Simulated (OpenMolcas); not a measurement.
# KLi (Lithium Potassium) at CCSD(T)/6-311++G(2d,2p)

What is the vertical electron affinity of KLi (Lithium Potassium) at CCSD(T)/6-311++G(2d,2p)? 

The calculation is run with OpenMolcas 26.06.

## 1. The structure to begin with

KLi has 2 atoms, charge 0, and is taken as a singlet. As SMILES, `[Li][K]`. Geometry: the measured bond length.

Bond lengths: Li1–K2 3.270 Å.

## 2. The energy at CCSD(T)/6-311++G(2d,2p)

job.inp

```
* KLi CCSD(T)

&GATEWAY
 BasLib = $CurrDir
 Coord
 2
 bohr
 Li     0.00000000     0.00000000     0.00000000
 K      0.00000000     0.00000000     6.17940443
 Basis = 6-311ppG2d2p
 Group = NoSym

&SEWARD

&SCF
 PrOrbitals = 1 1

&RASSCF
 FileOrb = $Project.ScfOrb
 Spin = 1
 Nactel = 0 0 0
 Inactive = 11
 Ras2 = 0
 OutOrbitals = Canonical
 OrbListing = Nothing

&MOTRA
 JobIph
 Frozen = 5

&CCSDT
 CCT
 Triples = 2
 Iterations = 50
 Extrapolation = 5 4
```

The basis set 6-311++G(2d,2p) is read from a file made from the Basis Set Exchange's data (not shown).

On the command line:

```
$ export MOLCAS_MEM=1860
$ pymolcas job.inp > job.log
```

Standard output:

```text
--- Start Module: gateway ---
[...]
--- Stop Module: gateway /rc=_RC_ALL_IS_WELL_ ---
[...]
      Basis functions           75
[...]
       Convergence after   9 Iterations
[...]
::    Total SCF energy                               -606.5799347285
[...]
      Total spin, S                                     0.0000000000
[...]
      Number of active orbitals                  0
[...]
      Spin quantum number                      0.0
[...]
      Active orbitals                            0
[...]
      Number of CSFs                             1
[...]
      Number of root(s) required                 1
[...]
      Convergence after  4 iterations
[...]
      Natural orbitals and occupation numbers for root  1
      ************************************************************************************************************************
      *                                                    Final results                                                     *
      ************************************************************************************************************************
[...]
::    RASSCF root number  1 Total energy:   -606.57993473
[...]
      Total electronic charge=   22.000000
      Total            charge=   -0.000000
[...]
      Dipole Moment (debye):
      Origin of the operator (angstrom)=    0.0000    0.0000    2.7710
                   X= -1.6901E-15               Y= -1.5450E-16               Z=  4.1585E+00           Total=  4.1585E+00
      Quadrupole Moment (debye*angstrom):
[...]
--- Start Module: motra ---
[...]
      *** WARNING: Default frozen orbitals is overwritten by user input.
      *** Default values:   7
[...]
--- Stop Module: motra /rc=_RC_ALL_IS_WELL_ ---
--- Start Module: ccsdt ---
[...]
      Convergence after                    13  Iterations
      Total energy (diff) :    -606.82202502       0.00000003
[...]
 METHOD                       : CCSD+T(CCSD)+<T3(1)WT1> = CCSD(T)
[...]
       CCSD     =      -606.8220250229465
[...]
--- Stop Module: ccsdt /rc=_RC_ALL_IS_WELL_ ---
[...]
```

Wall time 11 s (1 thread of Arm Neoverse V1, shared host); peak memory 0.43 GiB.

## 3. The doublet anion at the same level

job.inp

```
&GATEWAY
BASLIB = $CurrDir
COORD
2
bohr
Li     0.00000000     0.00000000     0.00000000
K      0.00000000     0.00000000     6.17940443
BASIS = 6-311ppG2d2p
GROUP = NoSym
&SEWARD
&SCF
UHF
CHARGE = -1
SPIN = 2
PRORBITALS = 1 1
&RASSCF
FILEORB = $Project.UnaOrb
SPIN = 2
NACTEL = 1 0 0
INACTIVE = 11
RAS2 = 1
OUTORBITALS = Canonical
ORBLISTING = Nothing
&MOTRA
JOBIPH
FROZEN = 5
&CCSDT
CCT
TRIPLES = 3
ITERATIONS = 50
EXTRAPOLATION = 5 4
```

The basis set 6-311++G(2d,2p) is read from a file made from the Basis Set Exchange's data (not shown).

On the command line:

```
$ export MOLCAS_MEM=1860
$ pymolcas job.inp > job.log
```

Standard output:

```text
--- Start Module: gateway ---
[...]
--- Stop Module: gateway /rc=_RC_ALL_IS_WELL_ ---
[...]
      Basis functions           75
[...]
       Convergence after  28 Iterations
[...]
::    Total SCF energy                               -606.5933376908
[...]
      Total spin, S                                     0.7031926796
[...]
      Number of active orbitals                  1
[...]
      Spin quantum number                      0.5
[...]
      Active orbitals                            1
[...]
      Number of CSFs                             1
[...]
      Number of root(s) required                 1
[...]
      Convergence after 29 iterations
[...]
      printout of CI-coefficients larger than  0.05 for root  1
      energy=    -606.587750
      conf/sym  1     Coeff  Weight
             1  u   1.00000 1.00000
      Natural orbitals and occupation numbers for root  1
      sym 1:   1.000000
      ************************************************************************************************************************
      *                                                    Final results                                                     *
[...]
::    RASSCF root number  1 Total energy:   -606.58775038
[...]
      Total electronic charge=   23.000000
      Total            charge=   -1.000000
[...]
      Dipole Moment (debye):
      Origin of the operator (angstrom)=    0.0000    0.0000    2.7710
                   X=  1.5858E-06               Y=  8.1152E-08               Z= -3.0306E+00           Total=  3.0306E+00
      Center of Charge (angstrom)
[...]
--- Start Module: motra ---
[...]
      *** WARNING: Default frozen orbitals is overwritten by user input.
      *** Default values:   7
[...]
--- Stop Module: motra /rc=_RC_ALL_IS_WELL_ ---
--- Start Module: ccsdt ---
[...]
      Convergence after                    18  Iterations
      Total energy (diff) :    -606.83625213      -0.00000004
[...]
 METHOD                       : CCSD+T(CCSD)+<T3(1)WT1>+<T3(1)UT2> = CCSD(T)
[...]
       CCSD     =      -606.8362521337218
[...]
--- Stop Module: ccsdt /rc=_RC_ALL_IS_WELL_ ---
[...]
```

It took 20 s on 1 thread of Arm Neoverse V1, shared host; peak memory 0.43 GiB.

## 4. Summary of results

Level: CCSD(T)/6-311++G(2d,2p), 5 core orbitals frozen.

| quantity | value |
| --- | --- |
| singlet KLi: total energy | -606.82687 Eh |
| singlet KLi: dipole moment (mean-field density) | 4.16 D |
| singlet KLi: HOMO energy (Hartree–Fock orbitals) | -4.19 eV |
| singlet KLi: LUMO energy (Hartree–Fock orbitals) | -0.08 eV |
| singlet KLi: HOMO–LUMO gap (Hartree–Fock orbitals) | 4.11 eV |
| singlet KLi: correlation energy (5 core orbitals frozen) | -246.9 mEh |
| singlet KLi: (T) correction | -4.84 mEh |
| doublet anion: total energy | -606.84167 Eh |
| doublet anion: (T) correction | -5.42 mEh |
| vertical electron affinity (to the doublet anion) | 0.403 eV |

In words: At fixed nuclei the extra electron is bound by 0.40 eV (38.9 kJ/mol). The triples (singlet KLi) make up 2.0 % of the correlation energy.
